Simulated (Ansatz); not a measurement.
# PtSe2 (Sudovikovite): the cost of one run

Computed with Ansatz 0.2.0 (DFT r²SCAN, frozen-core PAW, scalar-relativistic unless said, unless a step's input says otherwise).

The COD entry's cell or inner coordinates are ideal or old and differ from later refinements, so a difference from it is no clean test against experiment.

## 1. The structure to begin with

It takes space group P-3m1 (No. 164, trigonal). The conventional cell has a = 3.724 Å, b = 3.724 Å, c = 5.062 Å, α = 90.00°, β = 90.00°, γ = 120.00°. Pt (site symmetry -3m) is surrounded by 6 Se at 2.49 Å. Around Se (site symmetry 3m) lie 3 Pt at 2.49 Å.

Coordinates:

```
CELL_PARAMETERS angstrom
3.72400 0.00000 0.00000
-1.86200 3.22508 0.00000
0.00000 0.00000 5.06200
ATOMIC_POSITIONS crystal
Pt 0.00000 0.00000 0.00000
Se 0.33333 0.66667 0.25000
Se 0.66667 0.33333 0.75000
```

Cartesian axes are those of the input's lattice vectors. The structure goes back to a database entry.

## 2. Cell and atoms relaxed, PAW

Contents of input.yaml:

```yaml
crystal:
  lattice:
    - [3.724, 0.0, 0.0]
    - [-1.862, 3.2250786037, 0.0]
    - [0.0, 0.0, 5.062]
  atoms:
    - { symbol: Pt, position: [0.0, 0.0, 0.0] }
    - { symbol: Se, position: [0.333333333333, 0.666666666667, 0.25] }
    - { symbol: Se, position: [0.666666666667, 0.333333333333, 0.75] }
kpoints:
  mp_grid: { grid: [10, 10, 6] }
scf:
  occupations: { method: fermi_dirac, width: 0.08 }
hamiltonian:
  xc: r2scan
  pseudopotentials: { kind: paw }
relax:
  f_tol: 0.002
  max_steps: 80
  cell: {}
output:
  forces: true
  stress: true
```

Started as:

```console
ansatz run input.yaml --threads 1 --pin off --max-ram 3072MiB --backend cpu --events-out ev --progress --plain --runs-dir out
```

**Question.** How long does this run take on 1 thread of Intel Xeon Platinum 8488C (Sapphire Rapids), shared host, and how much memory does it need?

About 83 s, with a peak of 0.67 GiB.
